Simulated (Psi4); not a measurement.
# Si2NH5F (SMILES N[Si](F)[SiH3]), step by step

Aim: a geometry optimisation (U-wB97X-D/def2-SVP), then the harmonic vibrations of Si2NH5F. 

The calculation is run with Psi4 1.11.

## (1) The molecule

Si2NH5F has 9 atoms, charge 0, and is taken as a doublet. As SMILES, `N[Si](F)[SiH3]`. Geometry: relaxed at PBE0-D4/def2-TZVP. This is one conformer, not always the lowest. The run starts from this shape.

Bond lengths: N1–Si2 1.703 Å, Si2–F3 1.616 Å, Si2–Si4 2.346 Å, N1–H5 1.007 Å, N1–H6 1.008 Å, Si4–H7 1.485 Å, Si4–H8 1.492 Å, Si4–H9 1.486 Å. Some angles: N1–Si2–F3 112.7°, N1–Si2–Si4 109.4°, F3–Si2–Si4 108.8°, Si2–N1–H5 122.8°, Si2–N1–H6 123.0°, Si2–Si4–H7 109.3°, Si2–Si4–H8 112.4°, Si2–Si4–H9 108.4°, H5–N1–H6 112.1°, H7–Si4–H8 108.9°.

## (2) A structure relaxation at U-wB97X-D/def2-SVP (density fitting) (run 1)

fh5nsi2.inp

```
memory 1.6 GB

molecule geom {
  0 2
  N     -0.977000     1.372900    -0.683600
  Si    -0.847900    -0.322400    -0.578100
  F     -0.495500    -1.010700    -1.997200
  Si     0.823900    -0.883000     0.969100
  H     -1.742300     1.833700    -1.147400
  H     -0.198200     1.993200    -0.528800
  H      1.132000    -2.331800     0.856500
  H      2.078500    -0.103500     0.756900
  H      0.315000    -0.594800     2.335600
}

set {
  basis def2-SVP
  reference uks
  geom_maxiter 60
}

E = opt("wb97x-d")
```

On the command line:

```sh
$ psi4 -n 1 fh5nsi2.inp fh5nsi2.out
```

fh5nsi2.out:

```text
[...]
  Running in c1 symmetry.
[...]
  Nuclear repulsion =  214.477804544524560
[...]
  Multiplicity = 2
[...]
  Nalpha       = 25
  Nbeta        = 24
[...]
    Number of basis functions: 89
[...]
   @DF-UKS iter   1:  -736.07294959263766   -5.92520e-01   7.38176e-03 DIIS/ADIIS
[...]
   @DF-UKS iter   9:  -736.25690909679065   -3.75167e-12   2.90219e-09 DIIS
[...]
   @S^2 Observed:                7.523105693E-01
[...]
    Orbital Energies [Eh]
    ---------------------
    Alpha Occupied:
       1A    -66.304656     2A    -66.259445     3A    -24.783739
       4A    -14.441288     5A     -5.432987     6A     -5.397638
       7A     -3.782887     8A     -3.781237     9A     -3.778848
      10A     -3.745430    11A     -3.744714    12A     -3.744628
      13A     -1.239917    14A     -0.947062    15A     -0.661766
      16A     -0.610679    17A     -0.588706    18A     -0.544898
      19A     -0.508662    20A     -0.504385    21A     -0.439604
      22A     -0.435612    23A     -0.404328    24A     -0.365408
      25A     -0.276551
    Alpha Virtual:
[...]
  @DF-UKS Final Energy:  -736.25690909679065
   => Energetics <=
    Nuclear Repulsion Energy =            212.9175361862386922
    One-Electron Energy =               -1443.3110297659491152
    Two-Electron Energy =                 537.8930048189422450
    DFT Exchange-Correlation Energy =     -43.7535570933152016
    Empirical Dispersion Energy =          -0.0028632427073522
    VV10 Nonlocal Energy =                  0.0000000000000000
    Total Energy =                       -736.2569090967906504
[...]
 Multipole Moments:
 ------------------------------------------------------------------------------------
     Multipole            Electronic (a.u.)      Nuclear  (a.u.)        Total (a.u.)
 ------------------------------------------------------------------------------------
 L = 1.  Multiply by 2.5417464519 to convert [e a0] to [Debye]
 Dipole X            :         -2.8757033            2.7398450           -0.1358583
 Dipole Y            :         -2.2184278            3.0223239            0.8038960
 Dipole Z            :         -5.3023791            5.5751106            0.2727315
 Magnitude           :                                                    0.8597027
[...]
  -Total Gradient:
     Atom            X                  Y                   Z
    ------   -----------------  -----------------  -----------------
       1       -0.000024261234     0.000007906119     0.000189691087
       2       -0.000114230780     0.000153996400     0.000207432632
       3       -0.000062557160    -0.000054099593     0.000005852036
       4       -0.000028085399    -0.000019319023     0.000085786798
       5       -0.000054552558     0.000048438671     0.000162176354
       6        0.000014388317     0.000022307840     0.000050229127
       7       -0.000064118262     0.000002707587     0.000072104639
       8       -0.000026651027     0.000002444620     0.000022873386
       9        0.000042136088     0.000034773564     0.000090396294
[...]
    Final optimized geometry and variables:
    Molecular point group: c1
    Full point group: C1
    Geometry (in Angstrom), charge = 0, multiplicity = 2:
    N           -0.764226466998     1.723094837719    -0.281164869105
    SI          -0.622280321637     0.013947917167    -0.219340935087
    F           -0.209761109479    -0.641495923180    -1.671840655083
    SI           1.050001374581    -0.534282853843     1.342719099707
    H           -1.518786082632     2.192380761208    -0.768556245948
    H            0.003513989273     2.353706787862    -0.075382258327
    H            1.329340258641    -1.996763329618     1.303048098159
    H            2.318996786547     0.210595751915     1.074105034882
    H            0.566139113081    -0.164086508507     2.704432522131
    Psi4 run time: 0:00:44.37
[...]
```

Standard output:

```text
Optimizer: Optimization complete!
```

It took 45 s on 1 thread of Intel Xeon 6975P-C (Granite Rapids), shared host; peak memory 0.75 GiB.

The path in brief:

| step | energy from the first frame kept (eV) | largest force (eV/Å) |
| --- | --- | --- |
| 0 | 0.0000 | 0.9439 |
| 1 | -0.0181 | 0.2888 |
| 2 | -0.0199 | 0.0344 |
| 3 | -0.0201 | 0.0415 |
| 4 | -0.0199 | 0.0418 |
| 5 | -0.0199 | 0.0145 |

After the run. Bond lengths: N1–Si2 1.716 Å, Si2–F3 1.646 Å, Si2–Si4 2.353 Å, N1–H5 1.013 Å, N1–H6 1.015 Å, Si4–H7 1.489 Å, Si4–H8 1.496 Å, Si4–H9 1.492 Å. Some angles: N1–Si2–F3 112.7°, N1–Si2–Si4 108.3°, F3–Si2–Si4 108.4°, Si2–N1–H5 122.7°, Si2–N1–H6 123.3°, Si2–Si4–H7 110.1°, Si2–Si4–H8 111.6°, Si2–Si4–H9 108.5°, H5–N1–H6 111.9°, H7–Si4–H8 109.0°.

## (3) Vibrational wavenumbers at U-wB97X-D/def2-SVP (density fitting) (run 2)

fh5nsi2.in

```
memory 1600 MB

molecule {
  0 2
  N     -1.000078     1.373104    -0.645937
  Si    -0.858132    -0.336043    -0.584113
  F     -0.445613    -0.991487    -2.036613
  Si     0.814150    -0.884274     0.977947
  H     -1.754638     1.842390    -1.133328
  H     -0.232338     2.003716    -0.440154
  H      1.093489    -2.346754     0.938276
  H      2.083145    -0.139395     0.709333
  H      0.330287    -0.514078     2.339660
}

set {
  basis                      def2-SVP
  reference                  uks
  t                          900.0
  rotational_symmetry_number 1
}

e_tot = frequency('wb97x-d')
```

On the command line:

```sh
$ psi4 -n 1 fh5nsi2.in fh5nsi2.out
```

fh5nsi2.out (excerpt; [...] marks lines left out):

```text
[...]
  Running in c1 symmetry.
[...]
  Nuclear repulsion =  212.917521395198122
[...]
  Multiplicity = 2
[...]
  Nalpha       = 25
  Nbeta        = 24
[...]
    Number of basis functions: 89
[...]
   @DF-UKS iter   1:  -736.07395443274095   -6.48380e-01   7.36488e-03 ADIIS/DIIS
[...]
   @DF-UKS iter  13:  -736.25690804188355   -8.75389e-12   5.88580e-09 DIIS
[...]
   @S^2 Observed:                7.523118463E-01
[...]
  @DF-UKS Final Energy:  -736.25690804188355
   => Energetics <=
    Nuclear Repulsion Energy =            212.9256107764673800
    One-Electron Energy =               -1443.3279876554406655
    Two-Electron Energy =                 537.9022666199899732
    DFT Exchange-Correlation Energy =     -43.7539342165446712
    Empirical Dispersion Energy =          -0.0028635663557474
    VV10 Nonlocal Energy =                  0.0000000000000000
    Total Energy =                       -736.2569080418835483
[...]
 Multipole Moments:
[...]
  -Total Gradient:
     Atom            X                  Y                   Z
    ------   -----------------  -----------------  -----------------
       1       -0.000014607407     0.000006735846     0.000192773122
       2       -0.000161507708     0.000150700047     0.000226492059
       3       -0.000049405981    -0.000054597268     0.000012971286
       4       -0.000130598683     0.000152649021     0.000549194974
       5       -0.000054005095     0.000046771208     0.000161037279
       6        0.000014145548     0.000023890387     0.000050221820
       7       -0.000063655768     0.000006689454     0.000073427204
       8       -0.000122906706    -0.000047653087     0.000108860025
       9        0.000260691478    -0.000079370028    -0.000471935514
[...]
  ==> Harmonic Vibrational Analysis <==
[...]
  Freq [cm^-1]                 75.3376             90.3971             147.7705
[...]
  IR activ [km/mol]             5.3642             23.4063             16.7378
[...]
  Freq [cm^-1]                 186.4761            278.3742            368.2658
[...]
  IR activ [km/mol]             2.8858             27.7434             148.1236
[...]
  Freq [cm^-1]                 772.5305            812.2091            886.1846
[...]
  Freq [cm^-1]                 908.2469            941.7067            946.6878
[...]
  Freq [cm^-1]                1538.7615           2222.1764           2248.9529
[...]
  Freq [cm^-1]                2262.5926           3608.6295           3713.4130
[...]
```

The script printed:

```text
Warning: used thermodynamics relations inappropriate for low-frequency modes: ['75.3376' '90.3971' '147.7705' '186.4761' '278.3742' '368.2658'
 '420.2504' '520.5670' '529.2351']
```

It took 7 min on 1 thread of Intel Xeon 6975P-C (Granite Rapids), shared host; peak memory 0.72 GiB.

## (4) Results

| quantity | value |
| --- | --- |
| run 1, U-wB97X-D/def2-SVP: total energy at the end | -736.25691 Eh |
| run 1, U-wB97X-D/def2-SVP: dipole moment | 2.19 D |
| run 1, U-wB97X-D/def2-SVP: HOMO energy (highest over α and β) | -7.53 eV |
| run 1, U-wB97X-D/def2-SVP: LUMO energy (lowest over α and β) | -0.89 eV |
| run 1, U-wB97X-D/def2-SVP: dispersion energy | -7.52 kJ/mol |
| run 1, U-wB97X-D/def2-SVP: ⟨S²⟩ | 0.752 |
| run 2, U-wB97X-D/def2-SVP: lowest harmonic wavenumber | 75 cm⁻¹ |
| run 2, U-wB97X-D/def2-SVP: highest harmonic wavenumber | 3713 cm⁻¹ |
| run 2, U-wB97X-D/def2-SVP: zero-point energy | 140.4 kJ/mol |
| run 2, U-wB97X-D/def2-SVP: ideal-gas entropy at 900 K (symmetry number 1 as used) | 122.2 cal/(mol K) |

The optimisation (run 1, U-wB97X-D/def2-SVP) took 6 steps and changed the energy by -0.020 eV. All 21 modes (run 2, U-wB97X-D/def2-SVP) are real, so the shape is a minimum at this level.
